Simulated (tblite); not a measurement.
# C3H12N2Si2: the cost of one run

Programs: tblite 0.8.0 and PySCF 2.14.0, with density-fitted response routines of our own. Each step states its level of theory. These are calculated values for one molecule in the gas phase, unless marked as measured. Atoms count from 0, in the outputs and in this text.

## (1) Starting geometry

19 atoms, charge 0, multiplicity 1; geometry from: force field or distance geometry start.

Bonds of the start (Å): C0–C1 1.35, C1–C2 1.49, C1–Si3 1.87, Si3–N4 1.70, N4–Si5 1.68, Si5–N6 1.69, C0–H7 1.09, C0–H8 1.09, C2–H9 1.09, C2–H10 1.10, C2–H11 1.11, Si3–H12 1.47, Si3–H13 1.47, N4–H14 1.00, Si5–H15 1.47, Si5–H16 1.47, N6–H17 1.01, N6–H18 1.02.

## (2) Optimising the geometry with GFN2-xTB

What the job is given:

```
{"job": {"kind": "relax", "xc": "GFN2-xTB", "basis": "xTB"}, "charge": 0, "multiplicity": 1}
C     -1.895900     0.561400     1.608900
C     -1.822300     0.086400     0.346700
C     -2.974600    -0.597600    -0.308900
Si    -0.266700     0.212700    -0.683400
N      1.067900     0.053300     0.363600
Si     2.468900     0.102900    -0.555500
N      3.536100    -0.251300     0.702300
H     -1.060200     1.059300     2.104900
H     -2.815200     0.477800     2.189300
H     -2.744200    -1.630800    -0.570100
H     -3.280900    -0.062600    -1.224900
H     -3.866300    -0.627900     0.343700
H     -0.262100    -0.905900    -1.641300
H     -0.224100     1.514000    -1.366500
H      1.026300    -0.838600     0.818700
H      2.777700     1.465100    -1.011600
H      2.555500    -0.971700    -1.548800
H      4.476800    -0.005500     0.427300
H      3.293800     0.368300     1.481200
```

Launch:

```console
OMP_NUM_THREADS=1 python probes_run.py task.json out
```

This one command runs all jobs of the session in turn.

**Question.** How long does this first job take on 1 thread of Arm Neoverse N1, shared host?

About 2.1 s.
